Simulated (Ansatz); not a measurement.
# CH6ClNSSi: the cost of one run

All numbers below are computed with Ansatz 0.2.0 (RKS B3LYP-D4/def2-SVP).

## Step 1: The system as given

Bond lengths: C1–Si2 1.766 Å, Si2–N3 1.691 Å, Si2–S4 2.099 Å, Si2–Cl5 2.036 Å, C1–H6 1.131 Å, C1–H7 1.128 Å, C1–H8 1.067 Å, N3–H9 1.002 Å, N3–H10 1.062 Å, S4–H11 1.387 Å. Angles (14 of 16 angles, heavy atoms first): C1–Si2–N3 111.1°, C1–Si2–S4 113.1°, C1–Si2–Cl5 111.3°, N3–Si2–S4 104.5°, N3–Si2–Cl5 107.8°, S4–Si2–Cl5 108.7°, Si2–C1–H6 114.8°, Si2–C1–H7 112.8°, Si2–C1–H8 115.2°, Si2–N3–H9 106.8°, Si2–N3–H10 105.3°, Si2–S4–H11 96.1°, H6–C1–H7 102.2°, H6–C1–H8 104.5°.

Coordinates:

```xyz
11

C    -1.0992    0.8911   -0.3173
Si    0.3609    0.1072    0.2926
N     0.9760   -0.9941   -0.8335
S     0.0210   -1.0382    2.0189
Cl    1.8204    1.4692    0.6915
H    -0.9463    1.5261   -1.2405
H    -1.5333    1.6339    0.4128
H    -1.8953    0.2300   -0.5761
H     1.4607   -0.4580   -1.5282
H     1.7664   -1.4948   -0.3317
H    -0.8658   -1.9294    1.4321
```

## Step 2: End point A

input.yaml

```yaml
crystal:
  periodic: [false, false, false]
  atoms:
    - { symbol: C, position_ang: [-1.0992, 0.8911, -0.3173] }
    - { symbol: Si, position_ang: [0.3609, 0.1072, 0.2926] }
    - { symbol: "N", position_ang: [0.976, -0.9941, -0.8335] }
    - { symbol: S, position_ang: [0.021, -1.0382, 2.0189] }
    - { symbol: Cl, position_ang: [1.8204, 1.4692, 0.6915] }
    - { symbol: H, position_ang: [-0.9463, 1.5261, -1.2405] }
    - { symbol: H, position_ang: [-1.5333, 1.6339, 0.4128] }
    - { symbol: H, position_ang: [-1.8953, 0.23, -0.5761] }
    - { symbol: H, position_ang: [1.4607, -0.458, -1.5282] }
    - { symbol: H, position_ang: [1.7664, -1.4948, -0.3317] }
    - { symbol: H, position_ang: [-0.8658, -1.9294, 1.4321] }
basis:
  gaussian: { orbitals: def2-SVP }
hamiltonian:
  xc: b3lyp
  dispersion: d4
relax:
  f_tol: 0.015
  max_steps: 40
```

Launch:

```
ansatz run input.yaml --threads 2 --pin off --max-ram 3072MiB --backend cpu --events-out ev --progress --plain --runs-dir out
```

**Question.** How long does this run take on 2 threads of Intel Xeon 6975P-C (Granite Rapids), shared host, and how much memory does it need?

About 27 s, with a peak of 0.3 GiB.
